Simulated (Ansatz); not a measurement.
# Ge2Sb2S: the cost of one run

Method: DFT PBE, scalar-relativistic, plane waves, PAW, in Ansatz 0.2.0.

### 1 Starting point

Symmetry: P-3m1, No. 164, trigonal system. The conventional cell has a = 4.561 Å, b = 4.561 Å, c = 7.839 Å, α = 90.00°, β = 90.00°, γ = 120.00°. Ge (site symmetry 3m) is surrounded by 4 Sb at 2.77 to 2.88 Å and 3 S at 3.34 Å. Around Sb (site symmetry 3m) lie 4 Ge at 2.77 to 2.88 Å. S (site symmetry -3m) has 6 Ge at 3.34 Å as nearest neighbours.

Coordinates:

```cif
data_structure
_symmetry_space_group_name_H-M 'P-3m1'
_symmetry_Int_Tables_number 164
_cell_length_a 4.5613
_cell_length_b 4.5613
_cell_length_c 7.8391
_cell_angle_alpha 90.000
_cell_angle_beta 90.000
_cell_angle_gamma 120.000
_cell_volume 141.25
loop_
_atom_site_label
_atom_site_type_symbol
_atom_site_symmetry_multiplicity
_atom_site_Wyckoff_symbol
_atom_site_fract_x
_atom_site_fract_y
_atom_site_fract_z
_atom_site_occupancy
Ge1 Ge 2 d 0.33333 0.66667 0.26217 1
Sb1 Sb 2 d 0.33333 0.66667 0.62930 1
S1 S 1 a 0.00000 0.00000 0.00000 1
```

Recipe of the guess: species swapped into a database cell of CaAl2Ge2 (P-3m1, No. 164), with S on the Ca sites and Sb on the Al sites. Lengths come from tabulated atomic sizes and are only a guess.

### 2 Probe: one point on a coarse mesh

The input, input.yaml:

```yaml
crystal:
  lattice:
    - [4.56134267, 0.0, 0.0]
    - [-2.28067133, 3.95023863, 0.0]
    - [0.0, 0.0, 7.83911813]
  atoms:
    - { symbol: Ge, position: [0.33333333, 0.66666667, 0.26216999] }
    - { symbol: Ge, position: [0.66666667, 0.33333333, 0.73783001] }
    - { symbol: Sb, position: [0.33333333, 0.66666667, 0.6293] }
    - { symbol: Sb, position: [0.66666667, 0.33333333, 0.3707] }
    - { symbol: S, position: [0.0, 0.0, 0.0] }
basis:
  ecutwfc: 420
kpoints:
  mp_grid: { grid: [6, 6, 2] }
hamiltonian:
  xc: pbe
scf:
  occupations: { method: gaussian, width: 0.1 }
  lower_state_search: "off"
output:
  forces: true
  stress: true
  eigenvalues: true
```

The run is started by

```bash
$ ansatz run input.yaml --threads 1 --pin off --max-ram 2560MiB --backend cpu --events-out ev --progress --plain --runs-dir out
```

What time and memory should one allow on 1 thread of Arm Neoverse V2, shared host?

About 4.8 s, with a peak of 0.4 GiB.
